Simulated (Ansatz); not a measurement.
# LaNb2F3: the cost of one run

Program: Ansatz 0.2.0. Level of theory: DFT PBE, scalar-relativistic, plane waves, PAW. These are calculated values, not measurements.

2 further runs of the same task are left out: 1 that didn't finish, 1 set aside as unsound or not needed.

### Step 1. Starting point

It takes space group R-3m (No. 166, trigonal). The conventional cell has a = 5.172 Å, b = 5.172 Å, c = 12.391 Å, α = 90.00°, β = 90.00°, γ = 120.00°. Around La (site symmetry -3m) lie 6 F at 2.55 Å. Nb (site symmetry 3m) has 9 F at 3.00 Å and 3 La at 3.03 Å and 4 Nb at 3.06 to 3.17 Å as nearest neighbours. F (site symmetry 2/m) is surrounded by 2 La at 2.55 Å and 4 F at 2.59 Å and 6 Nb at 3.00 Å.

Structure file:

```cif
data_structure
_symmetry_space_group_name_H-M 'R-3m:H'
_symmetry_Int_Tables_number 166
_cell_length_a 5.1724
_cell_length_b 5.1724
_cell_length_c 12.3909
_cell_angle_alpha 90.000
_cell_angle_beta 90.000
_cell_angle_gamma 120.000
_cell_volume 287.09
loop_
_atom_site_label
_atom_site_type_symbol
_atom_site_symmetry_multiplicity
_atom_site_Wyckoff_symbol
_atom_site_fract_x
_atom_site_fract_y
_atom_site_fract_z
_atom_site_occupancy
La1 La 3 a 0.00000 0.00000 0.00000 1
Nb1 Nb 6 c 0.33333 0.66667 0.29011 1
F1 F 9 d 0.83333 0.16667 0.16667 1
```

A structure generator made this guess: species swapped into a database cell of Hf2Al3Ag (R-3m, No. 166), with Nb on the Hf sites, F on the Al sites and La on the Ag sites. Lengths come from tabulated atomic sizes and are only a guess.

### Step 2. Probe: one point on a coarse mesh

The input, input.yaml:

```yaml
crystal:
  lattice:
    - [2.58618513, 1.49313468, 4.13030425]
    - [-2.58618513, 1.49313468, 4.13030425]
    - [0.0, -2.98626936, 4.13030425]
  atoms:
    - { symbol: La, position: [0.0, 0.0, 0.0] }
    - { symbol: Nb, position: [0.6234436, 0.6234436, 0.6234436] }
    - { symbol: Nb, position: [0.3765564, 0.3765564, 0.3765564] }
    - { symbol: F, position: [0.0, 0.5, 0.0] }
    - { symbol: F, position: [0.5, 0.0, 0.0] }
    - { symbol: F, position: [0.0, 0.0, 0.5] }
basis:
  ecutwfc: 420
kpoints:
  mp_grid: { grid: [6, 6, 6] }
hamiltonian:
  xc: pbe
scf:
  occupations: { method: gaussian, width: 0.1 }
  lower_state_search: "off"
output:
  forces: true
  stress: true
  eigenvalues: true
```

The run is started by

```console
ansatz run input.yaml --threads 1 --pin off --max-ram 2560MiB --backend cpu --events-out ev --progress --plain --runs-dir out
```

What time and memory should one allow on 1 thread of Intel Xeon 6975P-C (Granite Rapids), shared host?

About 5.4 s, with a peak of 0.46 GiB.
